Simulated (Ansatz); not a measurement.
# HfC: how the settings move a single-point run

Question: which choices in the input matter for HfC?

Program: Ansatz 0.2.0. Level of theory: reference: DFT, PBEsol, PAW with Ansatz's default frozen-core files, scalar-relativistic; levels and slopes on a fine mesh, independent-particle optical spectra. These are calculated values, not measurements.

## 1. The starting structure

The structure is cubic, space group Fm-3m (No. 225). The conventional cell has a = 4.607 Å, b = 4.607 Å, c = 4.607 Å, α = 90.00°, β = 90.00°, γ = 90.00°. Around Hf (site symmetry m-3m) lie 6 C at 2.30 Å. C (site symmetry m-3m) is surrounded by 6 Hf at 2.30 Å.

Structure file:

```xyz
2
Lattice="0.0000 2.3036 2.3036 2.3036 0.0000 2.3036 2.3036 2.3036 0.0000" Properties=species:S:1:pos:R:3 pbc="T T T"
Hf    2.3036    2.3036    2.3036
C     0.0000    0.0000    0.0000
```

## 2. The reference run

The input, input.yaml:

```yaml
crystal:
  lattice:
    - [0.0, 2.30362954066, 2.30362954066]
    - [2.30362954066, 0.0, 2.30362954066]
    - [2.30362954066, 2.30362954066, 0.0]
  atoms:
    - { symbol: Hf, position: [0.5, 0.5, 0.5] }
    - { symbol: C, position: [0.0, 0.0, 0.0] }
kpoints:
  mp_grid: { grid: [14, 14, 14] }
scf:
  occupations: { method: fermi_dirac, width: 0.1 }
hamiltonian:
  xc: pbesol
  pseudopotentials: { kind: paw }
output:
  forces: true
  stress: true
  eigenvalues: true
  eigenstates:
    nscf_kmesh: { grid: [20, 20, 20] }
    de_dk: true
    e_range: [-14, 14]
  optics:
    e_range: [0, 25]
    de: 0.2
    sigma: 0.1
    bands: { spectra_wanted_up_to: 25 }
    nscf_kmesh: { grid: [20, 20, 20] }
    drude_damping: 0.2
checkpoint:
  write: ck
  write_wavefunctions: false
```

Started as:

```
> ansatz run input.yaml --threads 1 --pin off --max-ram 3072MiB --backend cpu --events-out ev --progress --plain --runs-dir out
```

## 3. Changed: mp_grid.grid [18, 18, 18]

input.yaml: that of step 2 with these lines changed.

```diff
@@ -9,3 +9,3 @@
 kpoints:
-  mp_grid: { grid: [14, 14, 14] }
+  mp_grid: { grid: [18, 18, 18] }
 scf:
```

## 4. Variant: occupations.method tetrahedron_uncorrected, width left out

input.yaml: that of step 2 with these lines changed.

```diff
@@ -11,3 +11,3 @@
 scf:
-  occupations: { method: fermi_dirac, width: 0.1 }
+  occupations: { method: tetrahedron_uncorrected }
 hamiltonian:
```

Before running it: what results should come out? Wanted: for each run, ending; energy change; pressure; gap; force.

**Answer**, as computed:

| run | ending | energy change | pressure (GPa) | gap (eV) | force (eV/Å) | cycles | time |
| --- | --- | --- | --- | --- | --- | --- | --- |
| reference | converged | 0 | 0.0 | 0.00 | 0.00 | - | 1.9 min |
| 1: mp_grid.grid [18, 18, 18] | converged | -0.1 meV/atom | 0.0 | 0.00 | 0.00 | 10 | 1.9 min |
| 2: occupations.method tetrahedron_uncorrected, width left out | converged | +3.5 meV/atom (σ→0) | 0.0 | 0.00 | 0.00 | 10 | 21 s |

Residual by cycle in the longest SCF loop of each run; runs are numbered as in the table. The quantity is the density residual dr2, in eV.

| cycle | reference | run 1 | run 2 |
| --- | --- | --- | --- |
| 1 | 0.0275 | 0.0275 | 0.0272 |
| 2 | 0.00267 | 0.00266 | 0.00243 |
| 3 | 4.1e-5 | 4.1e-5 | 4.2e-5 |
| 4 | 2.6e-5 | 2.5e-5 | 2.4e-5 |
| 5 | 3.1e-6 | 3.8e-6 | 2.8e-6 |
| 6 | 8.7e-8 | 1.3e-7 | 8.9e-8 |
| 7 | 1.3e-8 | 1.2e-8 | 8.3e-9 |
| 8 | 3.6e-10 | 3.5e-10 | 3.3e-10 |
| 9 | 2.7e-11 | 1.6e-11 | 2.3e-11 |
| 10 | 6.0e-13 | 3.5e-13 | 5.1e-13 |

What this shows: Of the variants the dearest is «mp_grid.grid [18, 18, 18]» (1.9 min), the cheapest «occupations.method tetrahedron_uncorrected, width left out» (21 s), on a shared host.
